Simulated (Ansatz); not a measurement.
# AsH3 (arsine) at HSE06/cc-pVTZ

What is the vertical ionisation energy of AsH3 (arsine) at HSE06/cc-pVTZ? 

The results are computed with Ansatz 0.2.0.

35 further runs of the same task are left out: 1 that didn't finish, 34 set aside as unsound or not needed.

## (1) Starting point

AsH3 has 4 atoms, charge 0, and is taken as a singlet. As SMILES, `[AsH3]`. The coordinates come from a PBE0-D4/def2-TZVP relaxation.

Bond lengths: As1–H2 1.522 Å, As1–H3 1.522 Å, As1–H4 1.522 Å. Angles: H2–As1–H3 92.0°, H2–As1–H4 92.0°, H3–As1–H4 92.0°.

## (2) A single-point energy at HSE06/cc-pVTZ

molecule.yaml reads:

```yaml
crystal:
  periodic: [false, false, false]
  atoms:
    - {symbol: As, position_ang: [-0.215800, 0.487600, -0.346000]}
    - {symbol: H, position_ang: [0.349900, 0.630300, 1.059400]}
    - {symbol: H, position_ang: [-1.068000, -0.705500, 0.061100]}
    - {symbol: H, position_ang: [0.933900, -0.412500, -0.774500]}
basis:
  gaussian:
    orbitals: cc-pVTZ
output: {orbitals: {seedname: orbitals}}
accuracy: high
hamiltonian:
  xc: {name: HSE06}
```

Run with:

```bash
$ ansatz run molecule.yaml --threads 1 --pin off --max-ram 3480MiB --events-out events.jsonl --progress --plain --runs-dir runs
```

Output:

```text
Warning: RAYON_NUM_THREADS=1 ignored (pool sized by the plan → 1); use --threads N
Functional definition: HSE06
  name "HSE06"
  parameter a = 0.25
  parameter omega = 0.11/bohr
  exchange = pbe_x - a*pbe_x_sr(omega) + a*exact_x_sr(omega)
  correlation = pbe_c
1362 factors; integrals over basis functions are off by at most 4.0e-9 eV
66 factors; integrals over basis functions are off by at most 2.1e-9 eV
mean field evaluation 1: about -60883.2074 eV, gradient 1.0e1 eV
mean field evaluation 2: about -60883.4337 eV, gradient 4.8e0 eV
mean field evaluation 4: about -60883.5033 eV, gradient 8.7e-1 eV
mean field evaluation 8: about -60883.5186 eV, gradient 1.6e-2 eV
mean field evaluation 16: about -60883.5186 eV, gradient 1.0e-7 eV
mean field -60883.51862723 eV, -2237.4280412196 hartree, gradient 4.4e-9 eV, S^2 0.000000; 0 other end points of the search recorded, 0 dependent functions left out
reference -60883.51863004 eV, -2237.4280413227 hartree; 18, 18 occupied and 67, 67 virtual orbitals, 1362 factors
Total energy: -60883.51863004 eV, -2237.4280413227 hartree
```

It took 5.4 s on 1 thread of Intel Xeon Platinum 8175M at 2.50GHz (Skylake/Cascade Lake), shared host; peak memory 0.21 GiB.

## (3) The doublet cation at the same level

in.yaml reads:

```yaml
crystal:
  periodic: [false, false, false]
  atoms:
    - {symbol: As, position_ang: [-0.215800, 0.487600, -0.346000]}
    - {symbol: H, position_ang: [0.349900, 0.630300, 1.059400]}
    - {symbol: H, position_ang: [-1.068000, -0.705500, 0.061100]}
    - {symbol: H, position_ang: [0.933900, -0.412500, -0.774500]}
basis:
  gaussian:
    orbitals: cc-pVTZ
total_charge: 1
magnetization:
  spin_polarized: true
  initial_magnetization: 1
hamiltonian:
  xc: {name: HSE06}
accuracy: high
output: {orbitals: {seedname: orbitals}}
```

Run with:

```bash
$ ansatz run in.yaml --threads 1 --pin off --max-ram 3480MiB --events-out events.jsonl --progress --plain --runs-dir runs
```

Output, shortened:

```text
Warning: RAYON_NUM_THREADS=1 ignored (pool sized by the plan → 1); use --threads N
[... 6 set-up lines as earlier in the session ...]
1362 factors; integrals over basis functions are off by at most 4.0e-9 eV
66 factors; integrals over basis functions are off by at most 2.1e-9 eV
mean field evaluation 1: about -60872.2518 eV, gradient 1.2e1 eV
mean field evaluation 2: about -60872.8166 eV, gradient 7.4e0 eV
mean field evaluation 4: about -60873.1247 eV, gradient 4.4e-1 eV
mean field evaluation 8: about -60873.1336 eV, gradient 8.2e-3 eV
mean field evaluation 16: about -60873.1336 eV, gradient 7.3e-7 eV
mean field -60873.13357807 eV, -2237.0463977022 hartree, gradient 2.7e-8 eV, S^2 0.752253; 0 other end points of the search recorded, 0 dependent functions left out
reference -60873.13358101 eV, -2237.0463978102 hartree; 18, 17 occupied and 67, 68 virtual orbitals, 1362 factors
Total energy: -60873.13358101 eV, -2237.0463978102 hartree
```

Wall time 7.8 s (1 thread of Intel Xeon Platinum 8175M at 2.50GHz (Skylake/Cascade Lake), shared host); peak memory 0.28 GiB.

## (4) Summary of results

Level: HSE06/cc-pVTZ.

| quantity | value |
| --- | --- |
| singlet AsH3: total energy | -2237.42804 Eh |
| singlet AsH3: HOMO energy | -7.44 eV |
| singlet AsH3: LUMO energy | 0.19 eV |
| singlet AsH3: HOMO–LUMO gap | 7.63 eV |
| doublet cation: total energy | -2237.04640 Eh |
| doublet cation: HOMO energy (highest over α and β) | -16.58 eV |
| doublet cation: LUMO energy (lowest over α and β) | -13.32 eV |
| doublet cation: ⟨S²⟩ | 0.752 |
| vertical ionisation energy (to the doublet cation) | 10.385 eV |

What this shows: The vertical ionisation energy comes to 10.39 eV (239 kcal/mol). −ε(HOMO) before ionisation, 7.44 eV, is 2.95 eV below this ionisation energy.
